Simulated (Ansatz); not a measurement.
Geometry optimisation, Ansatz, DFT PBE-D3(BJ), scalar-relativistic, plane waves, PAW.

input.yaml

```yaml
crystal:
  lattice:
    - [5.048742, 0.0, 0.0]
    - [2.524371, 4.372339, 0.0]
    - [0.0, 0.0, 15.776426]
  atoms:
    - { symbol: H, position: [0.16666668, 0.16666667, 0.06338571] }
    - { symbol: H, position: [0.66666673, 0.16666667, 0.06338571] }
    - { symbol: H, position: [0.16666669, 0.6666667, 0.06338571] }
    - { symbol: H, position: [0.66666673, 0.6666667, 0.06338571] }
    - { symbol: C, position: [0.16666668, 0.16666667, 0.13311] }
    - { symbol: C, position: [0.66666673, 0.16666667, 0.13311] }
    - { symbol: C, position: [0.16666669, 0.6666667, 0.13311] }
    - { symbol: C, position: [0.66666673, 0.6666667, 0.13311] }
    - { symbol: C, position: [-0.16666667, 0.33333335, 0.16577171] }
    - { symbol: C, position: [0.33333337, 0.33333335, 0.16577171] }
    - { symbol: C, position: [-0.16666666, 0.83333337, 0.16577171] }
    - { symbol: C, position: [0.33333338, 0.83333337, 0.16577171] }
    - { symbol: C, position: [-0.16666667, 0.33333335, 0.26375685] }
    - { symbol: C, position: [0.33333337, 0.33333335, 0.26375685] }
    - { symbol: C, position: [-0.16666666, 0.83333337, 0.26375685] }
    - { symbol: C, position: [0.33333338, 0.83333337, 0.26375685] }
    - { symbol: C, position: [0.0, 0.0, 0.29641857] }
    - { symbol: C, position: [0.50000004, 0.0, 0.29641857] }
    - { symbol: C, position: [1.0e-08, 0.50000002, 0.29641857] }
    - { symbol: C, position: [0.50000005, 0.50000002, 0.29641857] }
    - { symbol: H, position: [1.0e-08, 0.50000002, 0.36614285] }
    - { symbol: H, position: [0.50000005, 0.50000002, 0.36614285] }
    - { symbol: F, position: [0.50000005, 0.33333335, 0.38642628] }
    - { symbol: H, position: [-0.16666666, 0.83333337, 0.34649328] }
basis:
  ecutwfc: 420.0
kpoints:
  mp_grid: { grid: [3, 3, 1] }
hamiltonian:
  xc: pbe
  dispersion: d3bj
  pseudopotentials: { kind: paw, azcp: { folder: soft_1 } }
scf:
  occupations: { method: fermi_dirac, width: 0.02 }
  lower_state_search: "off"
relax:
  f_tol: 0.03
  max_steps: 60
  adjacent_minimum: "off"
  constraints: [{ sites: [0, 1, 2, 3, 4, 5, 6, 7, 8, 9, 10, 11] }]
```

Run as:

```bash
$ ansatz run input.yaml --threads 1 --pin off --max-ram 3072MiB --backend cpu --events-out ev --progress --plain --runs-dir out
```

Where does it end, and by what steps?

The forces met the threshold. Limits of this set-up: thin slab, slab without dipole correction. After 20 steps the energy has fallen by 10.037 eV; H24 moved furthest, 1.48 Å. The start is strongly strained (largest force component 12 eV/Å), so its close contacts needn't be bonds. Parted: C20–H22 (1.10 → 1.50 Å). Joined: C18–H24 (1.66 → 1.10 Å).

```tsv
step	energy less start (eV)	largest force component (eV/Å)	accepted
0	0.0000	12.112	yes
1	-3.1303	6.327	yes
2	-5.0805	2.638	yes
3	-6.0662	1.424	yes
4	-6.8397	2.616	yes
5	-7.8015	3.905	yes
6	-8.7635	3.116	yes
7	-9.4036	1.619	yes
8	-9.7706	1.007	yes
9	-9.9451	1.142	yes
10	-10.0117	0.522	yes
11	-10.0260	0.229	yes
12	-10.0329	0.059	yes
13	-10.0333	0.060	yes
14	-10.0341	0.059	yes
15	-10.0359	0.083	yes
16	-10.0363	0.092	yes
17	-10.0370	0.054	yes
18	-10.0371	0.052	yes
19	-10.0289	0.315	no
20	-10.0374	0.011	yes
```

```xyz
24
Lattice="5.0487 0.0000 0.0000 2.5244 4.3723 0.0000 0.0000 0.0000 15.7764" Properties=species:S:1:pos:R:3
H 1.262 0.729 1.000
H 3.787 0.729 1.000
H 2.524 2.915 1.000
H 5.049 2.915 1.000
C 1.262 0.729 2.100
C 3.787 0.729 2.100
C 2.524 2.915 2.100
C 5.049 2.915 2.100
C 0.000 1.457 2.615
C 2.524 1.457 2.615
C 1.262 3.644 2.615
C 3.787 3.644 2.615
C 0.016 1.476 4.239
C 2.554 1.474 4.173
C 1.286 3.657 4.185
C 3.811 3.648 4.239
C 0.035 0.021 4.448
C 2.556 0.029 4.691
C 1.303 2.199 4.691
C 3.806 2.198 4.630
H 1.322 2.205 5.790
H 3.751 2.136 6.131
F 3.593 1.991 7.162
H 0.048 4.416 5.790
```

Whether the end is a true minimum wasn't checked by a vibrational analysis.

The run took 3.1 min on 1 thread of Arm Neoverse V2, with other jobs on the host, peak memory 0.49 GiB.
